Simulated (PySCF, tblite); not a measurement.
**C₂H₁₁BO₃Si₂: geometry, infrared bands and NMR shifts**

Wanted: the infrared bands and NMR shifts of C₂H₁₁BO₃Si₂ (`COC[SiH2][SiH2]B(O)O`), by calculation.

The runs use tblite 0.8.0 and PySCF 2.14.0, with density-fitted response routines of our own; the level of theory stands in each step. All values are computed, except where a source is named. Atoms are numbered from 0 throughout.

### Step 1. The molecule as given

19 atoms, charge 0, multiplicity 1; geometry from: force field or distance geometry start.

Bonds of the start (Å): C0–O1 1.40, O1–C2 1.41, C2–Si3 1.86, Si3–Si4 2.25, Si4–B5 1.94, B5–O6 1.47, B5–O7 1.47, C0–H8 1.11, C0–H9 1.12, C0–H10 1.11, C2–H11 1.10, C2–H12 1.12, Si3–H13 1.47, Si3–H14 1.47, Si4–H15 1.47, Si4–H16 1.47, O6–H17 0.98, O7–H18 0.99.

### Step 2. Relaxing the molecule with GFN2-xTB

Job settings and geometry (Å):

```
{"job": {"kind": "relax", "xc": "GFN2-xTB", "basis": "xTB"}, "charge": 0, "multiplicity": 1}
C     -2.464300     1.522400     0.759100
O     -1.876700     0.307500     0.388400
C     -1.100600     0.486300    -0.769700
Si    -0.272000    -1.112100    -1.216600
Si     1.054900    -1.735800     0.485600
B      2.277100    -0.283200     0.865300
O      3.191100     0.205300    -0.171100
O      2.284500     0.346000     2.192200
H     -3.076000     1.359900     1.674600
H     -3.160600     1.890300    -0.034000
H     -1.708800     2.293400     0.997600
H     -0.317000     1.249100    -0.618300
H     -1.763500     0.778600    -1.620100
H      0.543700    -0.932900    -2.422700
H     -1.287200    -2.150400    -1.441500
H      0.234700    -2.012200     1.679300
H      1.813600    -2.933200     0.103100
H      2.679200     0.905200    -0.635400
H      2.938200    -0.175000     2.718200
```

Started as:

```sh
OMP_NUM_THREADS=1 python probes_run.py task.json out
```

One launch serves the whole session: the jobs run in the order shown.

**Question.** This job is followed by: GFN2-xTB harmonic vibrations, gas phase; GIAO PBE0/pcSseg-1 NMR shielding, non-relativistic, gas phase. Predict these results of the whole session: strongest single infrared mode (GFN2-xTB); zero-point energy (GFN2-xTB); 13C shifts against TMS (PBE0/pcSseg-1); 1H shifts against TMS (PBE0/pcSseg-1, means over atoms taken as alike); 17O shifts against H2O (PBE0/pcSseg-1, means over atoms taken as alike); 29Si shifts against TMS (PBE0/pcSseg-1); 11B shifts against BF3·OEt2 (PBE0/pcSseg-1).

**Answer**, as computed:

```
                                                               quantity                             value
                              strongest single infrared mode (GFN2-xTB)             2170 cm⁻¹, 595 km/mol
                                           zero-point energy (GFN2-xTB)                     83.4 kcal/mol
                                 13C shifts against TMS (PBE0/pcSseg-1)                    63.6, 61.9 ppm
 1H shifts against TMS (PBE0/pcSseg-1, means over atoms taken as alike)  4.40, 4.02, 3.39, 3.30, 3.11 ppm
17O shifts against H2O (PBE0/pcSseg-1, means over atoms taken as alike)                   144.8, 20.0 ppm
                                29Si shifts against TMS (PBE0/pcSseg-1)                 -72.8, -138.6 ppm
                            11B shifts against BF3·OEt2 (PBE0/pcSseg-1)                          29.8 ppm
```

What this shows: Relaxing lowered the energy by 1.766 eV in 273 steps; the close pair that moved most is B5–O6, from 1.466 to 1.353 Å. All 51 modes are real, so the xTB geometry is a minimum. The strongest single mode, at 2170 cm⁻¹, moves mainly H13. Unscaled tight-binding wavenumbers are off by several per cent, some by more. Its intensities can rank the bands wrongly. The most deshielded carbon is C0 (methyl carbon bonded to O), at 63.6 ppm: pulled downfield by the heteroatom. At PBE0/pcSseg-1: The largest span, 190 ppm, is at O6, O7, where the paramagnetic term is -198 ppm.
